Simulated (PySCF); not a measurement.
# C3H5BrOSi: the cost of one run

Computed with PySCF 2.14.0, with density-fitted response routines of our own, on a single molecule in the gas phase. Atoms are numbered from 0 throughout.

**1. Starting geometry**

11 atoms, charge 0, multiplicity 1; geometry from: GFN2-xTB. The atoms were then displaced at random by about 0.01 Å, so the start is not that level's minimum.

Bonds of the start (Å): Br0–C1 1.93, C1–C2 1.47, C2–C3 1.37, C3–Si4 1.86, Si4–O5 1.71, O5–C2 1.39, C1–H6 1.09, C1–H7 1.09, C3–H8 1.10, Si4–H9 1.46, Si4–H10 1.44.

**2. Optimising the geometry at PBE0-D3(BJ)/def2-SVP**

The job: settings as JSON, then the geometry in Å.

```
{"job": {"xc": "PBE0", "basis": "def2-SVP", "d3": "d3bj", "grid": 1, "shake": 0.01, "kind": "geom"}, "charge": 0, "multiplicity": 1}
Br    -2.689020    -0.890550     1.031590
C     -1.685010    -0.149350    -0.445090
C     -0.266770    -0.022230    -0.098900
C      0.538650    -0.282350     0.977880
Si     1.944240     0.365190    -0.045950
O      0.582510     0.504570    -1.069670
H     -1.802450    -0.816890    -1.294740
H     -2.085730     0.836920    -0.696190
H      0.214730    -0.686590     1.948100
H      2.421950     1.706260     0.271680
H      2.865020    -0.590830    -0.594370
```

Command:

```bash
> OMP_NUM_THREADS=1 python probes_run.py task.json out
```

This one command runs all jobs of the session in turn.

Q: Estimate the wall time and peak memory of this first job on 1 thread of Arm Neoverse V2, shared host.

About 70 s, with a peak of 0.51 GiB.
